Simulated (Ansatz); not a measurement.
**SiO: what a guessed cell relaxes into**

Where does this trial cell of SiO go when cell and atoms are let free?

Method: DFT PBE, scalar-relativistic, plane waves, PAW, in Ansatz 0.2.0.

**1. The starting structure**

Symmetry: P4/mmm, No. 123, tetragonal system. The conventional cell has a = 2.840 Å, b = 2.840 Å, c = 3.153 Å, α = 90.00°, β = 90.00°, γ = 90.00°. Around Si (site symmetry 4/mmm) lie 8 O at 2.55 Å and 4 Si at 2.84 Å. Around O (site symmetry 4/mmm) lie 8 Si at 2.55 Å and 4 O at 2.84 Å.

Structure file:

```
CELL_PARAMETERS angstrom
2.84024 0.00000 0.00000
0.00000 2.84024 0.00000
0.00000 0.00000 3.15282
ATOMIC_POSITIONS crystal
Si 0.00000 0.00000 0.00000
O 0.50000 0.50000 0.50000
```

A structure generator made this guess: species swapped into a database cell of TaRu (P4/mmm, No. 123), with O on the Ta sites and Si on the Ru sites. Lengths come from tabulated atomic sizes and are only a guess.

**2. The guess as it stands, on a coarse mesh**

The input, input.yaml:

```yaml
crystal:
  lattice:
    - [2.8402371, 0.0, 0.0]
    - [0.0, 2.8402371, 0.0]
    - [0.0, 0.0, 3.15282131]
  atoms:
    - { symbol: Si, position: [0.0, 0.0, 0.0] }
    - { symbol: O, position: [0.5, 0.5, 0.5] }
basis:
  ecutwfc: 420
kpoints:
  mp_grid: { grid: [6, 6, 6] }
hamiltonian:
  xc: pbe
scf:
  occupations: { method: gaussian, width: 0.1 }
  lower_state_search: "off"
output:
  forces: true
  stress: true
  eigenvalues: true
```

Started as:

```bash
$ ansatz run input.yaml --threads 1 --pin off --max-ram 2048MiB --backend cpu --events-out ev --progress --plain --runs-dir out
```

The session goes on with these runs: spin check on a coarse mesh; rough relaxation on the coarse mesh; full relaxation.

What does the calculation give? Wanted: conventional cell; volume; energy over the elements; gap on the mesh.

The runs gave:

| quantity | value |
| --- | --- |
| symmetry at the end (tolerance 0.05 Å) | space group Pm-3m (No. 221) |
| conventional cell | a = 2.807 Å, b = 2.807 Å, c = 2.807 Å, α = 90.00°, β = 90.00°, γ = 90.00° |
| volume | 11.06 Å³/atom |
| energy over the elements (uncorrected; H, N, O, F and Cl as molecules) | +0.03 eV/atom |
| gap on the mesh | none (metal) |

**Reading.** The symmetry goes from space group P4/mmm (No. 123) to space group Pm-3m (No. 221), and the volume per atom shrinks by 13.0 % from the first guess. The formation energy of this structure is too near zero to say whether it is bound against the elements. No finished test with a distortion of lower symmetry is shown, so the end may be a saddle point. A spin-polarised run here lost its starting moments, which speaks against magnetism, though one start doesn't rule it out. Other magnetic orders were not searched.
